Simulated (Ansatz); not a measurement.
Run this with Ansatz 0.2.0 through its Python package and show what comes out.

The script reads `i.extxyz`:
```text
1
Lattice="-2.08937544 2.08937544 2.08937544 2.08937544 -2.08937544 2.08937544 2.08937544 2.08937544 -2.08937544" Properties=species:S:1:pos:R:3 pbc="T T T"
I     0.00000000    0.00000000    0.00000000
```

The script, `i.py`:
```python
"""DFPT phonons of I."""

from pathlib import Path

import ansatz as az
import numpy as np

structure = az.Crystal.from_extxyz("i.extxyz")

model = (
    structure.calculation()
    .basis(470)  # cutoff of the orbital basis
    .functional(az.Functional.PBESOL)
    .occupations("fermi_dirac", width=0.05)
    .scf(max_iterations=90)
    .kpoints(10, 10, 10)  # sampling of the Brillouin zone
    .phonons("dfpt", points=[(0, 0, 0), (0, 0, 0.5)])
)
out = model.run(threads=1, runs_dir="runs")
ph = out.phonons

for q in ph.qpoints:
    print("q =", np.round(q.q_frac, 3), "1/cm:", " ".join(f"{w:.1f}" for w in q.omega_inv_cm))
```

```console
$ python i.py
RunWarning: eigensolver did not converge (k=32): 1 band(s) unlocked after 20 sweeps at ethr=1.00e-12 eV (lowest unlocked band 12, counted from 0; max residual 4.77e-6 eV among the unlocked bands, [...]
q = [0. 0. 0.] 1/cm: -0.0 0.0 0.0
q = [0.  0.  0.5] 1/cm: 18.6 42.2 72.5
```
(Warnings from the package without file and line, shortened.)

Reading the output:
- The cell holds an odd number of electrons and is run without spin, so a magnetic state may lie lower.
- The cell isn't relaxed first, so the values belong to this volume.
- For a metal this k-point mesh is coarse: on a finer one energies can move by several to tens of meV an atom and pressures by half a GPa or more, differences at one mesh by less.
- This isn't the structure that I takes at ambient conditions.
- The structure is taken as given; imaginary modes can come from an unrelaxed or unstable start. Phonons of metals also depend on mesh and smearing.
- Finished in 36 s on 1 thread of Arm Neoverse V1, with other jobs on the host, peak memory 0.74 GiB.

(Lines on the test bed's own set-up are left out of the output.)
